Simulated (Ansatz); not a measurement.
# Ti5Al11: further runs on the relaxed cell

One table from this session's results is given with a row withheld; the runs are named, their logs left out.

Method: DFT PBEsol, scalar-relativistic, plane waves, PAW, in Ansatz 0.2.0.

## The starting structure

It takes space group P4mm (No. 99, tetragonal). The conventional cell has a = 3.895 Å, b = 3.895 Å, c = 16.382 Å, α = 90.00°, β = 90.00°, γ = 90.00°. Ti (site symmetry 4mm) has 12 Al at 2.75 to 2.84 Å in its first shell of neighbours. Ti (site symmetry 4mm) is surrounded by 12 Al at 2.76 to 2.89 Å. Around Ti (site symmetry 4mm) lie 8 Al at 2.73 to 2.88 Å and 4 Ti at 2.76 Å. Ti (site symmetry 4mm) has 12 Al at 2.75 to 2.92 Å in its first shell of neighbours. Ti (site symmetry 4mm) has 8 Al at 2.72 to 2.90 Å and 4 Ti at 2.76 Å in its first shell of neighbours. Al (site symmetry 2mm) has 6 Ti at 2.73 to 2.90 Å and 6 Al at 2.75 to 2.85 Å in its first shell of neighbours. Al (site symmetry 2mm) has 4 Ti at 2.75 to 2.79 Å and 8 Al at 2.75 to 2.84 Å in its first shell of neighbours. Around Al (site symmetry 2mm) lie 6 Ti at 2.72 to 2.88 Å and 6 Al at 2.75 to 2.82 Å. Only part of the 12 independent sites is listed.

Coordinates:

```cif
data_structure
_symmetry_space_group_name_H-M 'P 1'
_symmetry_Int_Tables_number 1
_cell_length_a 3.8955
_cell_length_b 3.8955
_cell_length_c 16.3816
_cell_angle_alpha 90.000
_cell_angle_beta 90.000
_cell_angle_gamma 90.000
_cell_volume 248.59
loop_
_atom_site_label
_atom_site_type_symbol
_atom_site_fract_x
_atom_site_fract_y
_atom_site_fract_z
_atom_site_occupancy
Ti1 Ti 0.50000 0.50000 0.37621 1
Ti2 Ti 0.00000 0.00000 0.87984 1
Ti3 Ti 0.00000 0.00000 0.11979 1
Ti4 Ti 0.50000 0.50000 0.61649 1
Ti5 Ti 0.50000 0.50000 0.13364 1
Al1 Al 0.50000 0.00000 0.00278 1
Al2 Al 0.00000 0.50000 0.49814 1
Al3 Al 0.50000 0.00000 0.49814 1
Al4 Al 0.00000 0.50000 0.00278 1
Al5 Al 0.00000 0.50000 0.24965 1
Al6 Al 0.50000 0.00000 0.74932 1
Al7 Al 0.50000 0.00000 0.24965 1
Al8 Al 0.00000 0.50000 0.74932 1
Al9 Al 0.00000 0.00000 0.62421 1
Al10 Al 0.00000 0.00000 0.37388 1
Al11 Al 0.50000 0.50000 0.87618 1
```

It goes back to an entry of the Materials Project, which need not be the stable form.

This cell was relaxed beforehand with the same method: volume 15.54 Å³/atom, gap on the mesh none (metal).

Set-up of the first run:

input.yaml

```yaml
crystal:
  lattice:
    - [3.8561327152, 0.0, 0.0]
    - [0.0, 3.8561327152, 0.0]
    - [0.0, 0.0, 16.2161125326]
  atoms:
    - { symbol: Ti, position: [0.5, 0.5, 0.3762067089] }
    - { symbol: Ti, position: [0.0, 0.0, 0.879843291] }
    - { symbol: Ti, position: [0.0, 0.0, 0.1197856661] }
    - { symbol: Ti, position: [0.5, 0.5, 0.6164854254] }
    - { symbol: Ti, position: [0.5, 0.5, 0.1336437486] }
    - { symbol: Al, position: [0.5, 0.0, 0.0027819248] }
    - { symbol: Al, position: [0.0, 0.5, 0.4981397968] }
    - { symbol: Al, position: [0.5, 0.0, 0.4981397968] }
    - { symbol: Al, position: [0.0, 0.5, 0.0027819248] }
    - { symbol: Al, position: [0.0, 0.5, 0.2496476909] }
    - { symbol: Al, position: [0.5, 0.0, 0.7493178356] }
    - { symbol: Al, position: [0.5, 0.0, 0.2496476909] }
    - { symbol: Al, position: [0.0, 0.5, 0.7493178356] }
    - { symbol: Al, position: [0.0, 0.0, 0.6242099674] }
    - { symbol: Al, position: [0.0, 0.0, 0.373876178] }
    - { symbol: Al, position: [0.5, 0.5, 0.8761754985] }
basis:
  ecutwfc: 420
kpoints:
  mp_grid: { grid: [10, 10, 4] }
hamiltonian:
  xc: pbesol
scf:
  occupations: { method: gaussian, width: 0.1 }
output:
  forces: true
  stress: true
  eigenvalues: true
relax:
  adjacent_minimum: "off"
  f_tol: 0.01
  max_steps: 30
  cell: { stress_tol: 0.1, fix: [volume] }
```

Command:

```bash
$ ansatz run input.yaml --threads 4 --pin off --max-ram 10240MiB --backend cpu --events-out ev --progress --plain --runs-dir out
```

Steps of the session up to this table: The cell scaled to 0.97 of its volume; The cell scaled to 1.03 of its volume; Point at V/V0 = 0.94; The cell scaled to 1.06 of its volume; The cell scaled to 0.91 of its volume; The cell scaled to 1.10 of its volume; Volume × 0.88.

One of the session's tables, all rows but one given; the rest of the session is left out.

It belongs to the step «Equation of state». 

```
volume (Å³/atom)  energy above the lowest point (meV/atom)  pressure (GPa)
          13.672                                      97.7           18.68
          14.138                                         ?               ?
          14.605                                      21.9            7.93
          15.071                                       5.2            3.66
          15.537                                       0.0           -0.01
          16.003                                       4.8           -3.17
          16.469                                      18.0           -5.88
          17.090                                      46.9           -8.91
```

**Question.** Estimate the row for volume (Å³/atom) = 14.138.

Worked estimate for «energy above the lowest point (meV/atom)». A straight line through the neighbours (13.672, 97.7) and (14.605, 21.9) gives 97.7 + (21.9 − 97.7) × (14.138 − 13.672) / (14.605 − 13.672) = 59.8; a parabola fitted to 3 rows on both sides gives 52.8.

**Answer.** energy above the lowest point (meV/atom): 52.0; pressure (GPa): 12.90. In «energy above the lowest point (meV/atom)» the line misses by +7.8 and the parabola by +0.8.
